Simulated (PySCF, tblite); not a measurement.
# C₅H₃OPS: geometry, infrared bands and NMR shifts

Wanted: the infrared bands and NMR shifts of C₅H₃OPS (`O=C=Pc1cccs1`), by calculation.

Programs: tblite 0.8.0 and PySCF 2.14.0, with density-fitted response routines of our own. Each step states its level of theory. These are calculated values for one molecule in the gas phase, unless marked as measured. Atoms count from 0, in the outputs and in this text.

## Step 1: The starting structure

11 atoms, charge 0, multiplicity 1; geometry from: force field or distance geometry start.

Bonds of the start (Å): O0–C1 1.19, C1–P2 1.82, P2–C3 1.85, C3–C4 1.37, C4–C5 1.43, C5–C6 1.38, C6–S7 1.72, S7–C3 1.70, C4–H8 1.08, C5–H9 1.08, C6–H10 1.09.

## Step 2: Relaxing the molecule with GFN2-xTB

The job: settings as JSON, then the geometry in Å.

```
{"job": {"kind": "relax", "xc": "GFN2-xTB", "basis": "xTB"}, "charge": 0, "multiplicity": 1}
O      4.302900    -1.344200    -0.604300
C      3.464400    -0.551300    -0.321600
P      2.199100     0.670800     0.147800
C      0.401800     0.236100     0.051500
C     -0.617400     1.090900     0.392200
C     -1.899900     0.475100     0.222400
C     -1.788900    -0.824200    -0.216900
S     -0.150700    -1.294800    -0.425100
H     -0.467000     2.109800     0.720900
H     -2.846300     0.962500     0.426200
H     -2.592500    -1.528100    -0.419200
```

Started as:

```
$ OMP_NUM_THREADS=1 python probes_run.py task.json out
```

One launch serves the whole session: the jobs run in the order shown.

**Question.** This job is followed by: GFN2-xTB harmonic vibrations, gas phase; GIAO PBE0/pcSseg-1 NMR shielding, non-relativistic, gas phase. Predict these results of the whole session: strongest single infrared mode (GFN2-xTB); zero-point energy (GFN2-xTB); ¹³C shifts against TMS (PBE0/pcSseg-1); ¹H shifts against TMS (PBE0/pcSseg-1); ¹⁷O shifts against H2O (PBE0/pcSseg-1); ³¹P shifts against H3PO4 (PBE0/pcSseg-1); ³³S shifts against CS2 (PBE0/pcSseg-1).

As calculated:

| quantity | value |
| --- | --- |
| strongest single infrared mode (GFN2-xTB) | 2060 cm⁻¹, 1062 km/mol |
| zero-point energy (GFN2-xTB) | 40.1 kcal/mol |
| ¹³C shifts against TMS (PBE0/pcSseg-1) | 238.1, 142.6, 136.6, 133.3, 124.8 ppm |
| ¹H shifts against TMS (PBE0/pcSseg-1) | 7.31, 7.18, 7.12 ppm |
| ¹⁷O shifts against H2O (PBE0/pcSseg-1) | 523.7 ppm |
| ³¹P shifts against H3PO4 (PBE0/pcSseg-1) | -216.6 ppm |
| ³³S shifts against CS2 (PBE0/pcSseg-1) | 258 ppm |

In words: Over 33 steps the energy fell by 0.981 eV; of the close pairs, C1–P2 changed most, 1.821 to 1.648 Å. No mode is imaginary among the 27: a minimum at this level. The strongest single mode, at 2060 cm⁻¹, moves mainly C1. Unscaled tight-binding wavenumbers are off by several per cent, some by more. Its intensities can rank the bands wrongly. At PBE0/pcSseg-1: Shielding is most anisotropic at P2 (span 525 ppm, paramagnetic term -430 ppm). NICS(1)zz of -24 ppm above the planar ring from C3 marks a diatropic (aromatic) ring current.
